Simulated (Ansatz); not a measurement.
# CdPt: the cost of one run

Computed with Ansatz 0.2.0 (DFT PBEsol, scalar-relativistic, plane waves, PAW, unless a step's input says otherwise).

## 1. The starting structure

It takes space group P4/mmm (No. 123, tetragonal). The conventional cell has a = 2.985 Å, b = 2.985 Å, c = 3.846 Å, α = 90.00°, β = 90.00°, γ = 90.00°. Around Cd (site symmetry 4/mmm) lie 8 Pt at 2.86 Å and 4 Cd at 2.99 Å. Pt (site symmetry 4/mmm) has 8 Cd at 2.86 Å and 4 Pt at 2.99 Å as nearest neighbours.

As a file:

```xyz
2
Lattice="2.9855 0.0000 0.0000 0.0000 2.9855 0.0000 0.0000 0.0000 3.8461" Properties=species:S:1:pos:R:3 pbc="T T T"
Cd    0.0000    0.0000    0.0000
Pt    1.4927    1.4927    1.9230
```

It goes back to an entry of the Materials Project, which need not be the stable form.

The cell is taken as given, not relaxed at this level.

## 2. Zero of energy

The reference gives a free energy of -20568.5336 eV, pressure -4.67 GPa, largest force 0.000 eV/Å and gap on the mesh none (metal). It was computed beforehand with the settings of the runs below.

## 3. The scan: energy and stress against strain

The cell is strained by ε times the Voigt pattern (1, 1, 0, 0, 0, 0) (xx, yy, zz, yz, xz, xy; engineering shear), with fractional coordinates fixed (clamped ions). The stress on the pattern is the sum of the stress components weighted by it, tension positive.

## 4. Point ε = -0.0200

Contents of input.yaml:

```yaml
crystal:
  lattice:
    - [2.9257467171, 0.0, 0.0]
    - [0.0, 2.9257467171, 0.0]
    - [0.0, 0.0, 3.84605277]
  atoms:
    - { symbol: Cd, position: [0.0, 0.0, 0.0] }
    - { symbol: Pt, position: [0.5, 0.5, 0.5] }
basis:
  ecutwfc: 420
kpoints:
  mp_grid: { grid: [16, 16, 12] }
hamiltonian:
  xc: pbesol
scf:
  occupations: { method: gaussian, width: 0.15 }
output:
  forces: true
  stress: true
  eigenvalues: true
```

What time and memory should one allow on 1 thread of an Arm CPU, shared host?

About 8.5 s, with a peak of 0.45 GiB.
